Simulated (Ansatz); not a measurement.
# MgGe2 in Ansatz: the effect of functional

Crystal: MgGe2.

```
CELL_PARAMETERS angstrom
5.52149 -1.84985 0.00000
5.52149 1.84985 0.00000
-3.21762 0.00000 6.00777
ATOMIC_POSITIONS crystal
Ge 0.52923 0.52923 0.29362
Ge 0.47077 0.47077 0.70638
Ge 0.88039 0.88039 0.98544
Ge 0.11961 0.11961 0.01456
Mg 0.81529 0.81529 0.34925
Mg 0.18471 0.18471 0.65075
```

The cell comes from a database or a generator and needn't be the stable form of this composition.

Alike in all runs:

| Property | Result |
| --- | --- |
| Program | Ansatz 0.2.0 |
| Task | projected density of states |
| Potentials or basis | Ansatz PAW |
| k mesh | 8 × 8 × 5 |
| Occupations | fermi-dirac, width 0.05 eV |
| Spin | no spin polarisation |

**Question.** One run gave: pressure -0.4 GPa; largest force 0.12 eV/Å. Which functional did it use?
A. BLYP
B. r2SCAN
C. LDA
D. RPBE
E. PBE

**Answer.** E.

| functional | cutoff | pressure (GPa) | largest force (eV/Å) |
| --- | --- | --- | --- |
| LDA | 420 eV (not typed: the program's choice for these potentials) | -4.3 | 0.25 |
| PBE | 420 eV (not typed: the program's choice for these potentials) | -0.4 | 0.12 |
| PBEsol | 420 eV (not typed: the program's choice for these potentials) | -2.7 | 0.16 |
| RPBE | 420 eV (not typed: the program's choice for these potentials) | 1.1 | 0.13 |
| revPBE | 420 eV (not typed: the program's choice for these potentials) | 0.8 | 0.13 |
| BLYP | 420 eV (not typed: the program's choice for these potentials) | 3.2 | 0.27 |
| r2SCAN | 500 eV (not typed: the program's choice for these potentials) | -2.4 | 0.41 |

Caveats: the PAW data sets come from PBE, with cores solved anew for the run's functional, which leaves a small shift of forces and pressure (some runs).
